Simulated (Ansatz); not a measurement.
I need a test of scalar relativity of GeP (charge +1). Use the Python package of Ansatz (0.2.0). Use (for the species named): Hartree-Fock, cc-pVTZ basis, multiplicity 3.

The script reads `gep.xyz`:
```text
2

Ge    0.00000    0.00000    0.00000
P     0.00000    0.00000    2.32500
```

`x2c_gep.py`
```python
import warnings

import ansatz
import numpy as np

FUNCTIONAL = "hf"
NET_CHARGE = 1

warnings.simplefilter("ignore", ansatz.DeckWarning)

molecule = ansatz.Crystal.molecule_from_extxyz("gep.xyz")

model = (
    molecule.calculation()
    .functional(FUNCTIONAL)
    .charge(NET_CHARGE)
    .spin("collinear", total=2)
    .forces()
)
sets = {"none": "cc-pVTZ", "scalar": "cc-pVTZ-DK"}
found = {kind: model.basis(gaussian=basis).pseudopotentials(relativity=kind).run(threads=1, backend="cpu").report for kind, basis in sets.items()}
for kind, each in found.items():
    dipole = 4.803205 * np.linalg.norm(each["charge_distribution"]["dipole_moment_e_ang"])
    print(f"{kind:7s} E = {each['free_energy_ev']:.4f} eV  dipole {dipole:.3f} D  largest force component {np.abs(each['forces_ev_ang']).max():.4f} eV/A")
print(f"relativity lowers the total energy by {found['none']['free_energy_ev'] - found['scalar']['free_energy_ev']:.3f} eV")
```

```console
$ python x2c_gep.py
none    E = -65738.6216 eV  dipole 0.662 D  largest force component 0.3158 eV/A
scalar  E = -66351.3952 eV  dipole 0.737 D  largest force component 0.3325 eV/A
relativity lowers the total energy by 612.774 eV
```

What to keep in mind:
- Total energies depend on the basis set; only differences at equal settings carry meaning.
- The geometry is a force-field or estimated start, not a minimum of this method. The basis set changes with the Hamiltonian (a set recontracted for scalar relativity), and most of the change in the total lies in the cores.
- The run takes the species as open-shell (spin multiplicity 3), which needn't be its ground state.
- An ion's dipole depends on the origin; the program takes it about the centre of nuclear charge.
- The spin state was assumed, and another may lie lower.
- Timing: 11 s on 1 thread of Arm Neoverse V2, with other jobs on the host, peak memory 0.21 GiB.
